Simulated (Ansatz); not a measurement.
**C₂H₆BCl: one species, many methods**

The task here is to estimate one member of a computed series from the others.

Program: Ansatz 0.2.0, Gaussian basis. Level of theory: functionals in def2-TZVPP, the program's frozen cores in correlated methods. These are calculated values, not measurements.

The runs, in order: LDA (SPW92), PBE-D4, revPBE-D4, BLYP-D4, r2SCAN-D4, B97M-V, PBE0-D4, B3LYP-D4, r2SCANh-D4, r2SCAN0-D4, HSE06-D4, BHLYP-D4, CAM-B3LYP-D4, LC-ωPBE, ωB97X-V, ωB97M-V, B2PLYP, PBE-QIDH; CCSD(T)/def2-SVP; CCSD(T)/def2-TZVPP; MP2/def2-QZVPP; extrapolation to the limit; RPA on PBE.

## The relaxed structure

The geometry comes from an earlier relaxation with PBE0-D4 in a triple-zeta def2 set; it is a stationary point, not always the lowest conformer.

SMILES `CB(C)Cl`, 10 atoms, charge 0, spin multiplicity 1.

Atoms are counted from 1 here; the program's logs count them from 0.

Bond lengths: C1–B2 1.558 Å, C1–H5 1.093 Å, C1–H6 1.099 Å, C1–H7 1.091 Å, B2–C3 1.558 Å, B2–Cl4 1.771 Å, C3–H8 1.091 Å, C3–H9 1.099 Å, C3–H10 1.093 Å. Angles: B2–C1–H5 112.6°, B2–C1–H6 107.0°, B2–C1–H7 114.0°, H5–C1–H6 106.2°, H5–C1–H7 109.9°, H6–C1–H7 106.7°, C1–B2–C3 123.9°, C1–B2–Cl4 118.0°, C3–B2–Cl4 118.0°, B2–C3–H8 114.0°, B2–C3–H9 107.0°, B2–C3–H10 112.5°, H8–C3–H9 106.7°, H8–C3–H10 109.9°, H9–C3–H10 106.2°.

Set-up of the first run:

in.yaml

```yaml
crystal:
  periodic: [false, false, false]
  atoms:
    - {symbol: C, position_ang: [-0.252210, 1.087469, -0.819171]}
    - {symbol: B, position_ang: [-0.370113, -0.324232, -0.171722]}
    - {symbol: C, position_ang: [0.569388, -0.844559, 0.956349]}
    - {symbol: Cl, position_ang: [-1.649734, -1.402011, -0.752568]}
    - {symbol: H, position_ang: [0.764161, 1.486384, -0.772971]}
    - {symbol: H, position_ang: [-0.876325, 1.767671, -0.222265]}
    - {symbol: H, position_ang: [-0.625010, 1.138165, -1.842877]}
    - {symbol: H, position_ang: [0.114052, -1.597228, 1.601116]}
    - {symbol: H, position_ang: [1.425604, -1.327130, 0.463702]}
    - {symbol: H, position_ang: [0.983386, -0.035528, 1.563307]}
basis:
  gaussian: {orbitals: def2-TZVPP}
hamiltonian: {xc: lda}
output: {orbitals: {seedname: orbitals}}
```

Command:

```
> ansatz run in.yaml --threads 4 --pin off --events-out ev --progress --plain --max-ram 10444MiB
```

Steps of the session up to this table: LDA; PBE-D4 (GGA); revPBE-D4 (GGA); BLYP-D4 (GGA); r2SCAN-D4 (meta-GGA); B97M-V (meta-GGA); PBE0-D4 (hybrid); B3LYP-D4 (hybrid); r2SCANh-D4 (hybrid); r2SCAN0-D4 (hybrid); HSE06-D4 (hybrid); BHLYP-D4 (hybrid); CAM-B3LYP-D4 (range-separated); LC-ωPBE (range-separated); ωB97X-V (range-separated); ωB97M-V (range-separated); B2PLYP (double hybrid); PBE-QIDH (double hybrid).

One of the session's tables, all rows but one given; the rest of the session is left out.

It belongs to the step «Frontier levels by functional». 

```
  functional  HOMO (eV)  gap (eV)
 LDA (SPW92)      -7.01      5.11
      PBE-D4      -6.90      5.22
   revPBE-D4      -6.85      5.27
     BLYP-D4      -6.78      5.26
   r2SCAN-D4          ?         ?
      B97M-V      -7.32      6.09
     PBE0-D4      -8.28      7.61
    B3LYP-D4      -8.05      7.17
  r2SCANh-D4      -7.71      6.76
  r2SCAN0-D4      -8.48      8.04
    HSE06-D4      -7.88      6.82
    BHLYP-D4      -9.57     10.03
CAM-B3LYP-D4      -9.69     10.19
     LC-ωPBE     -11.08     12.76
     ωB97X-V     -10.72     12.31
     ωB97M-V     -10.57     11.97
```

Estimate the missing values for r2SCAN-D4.

Worked estimate for «HOMO (eV)». Against the share of exact exchange, r2SCANh-D4 (0.1, -7.71), r2SCAN0-D4 (0.25, -8.48) give a slope of -5.13 per unit share; at 0 the line stands at -7.20.

As computed: HOMO (eV): -7.20; gap (eV): 5.91. In «HOMO (eV)» the line misses by 0.00.
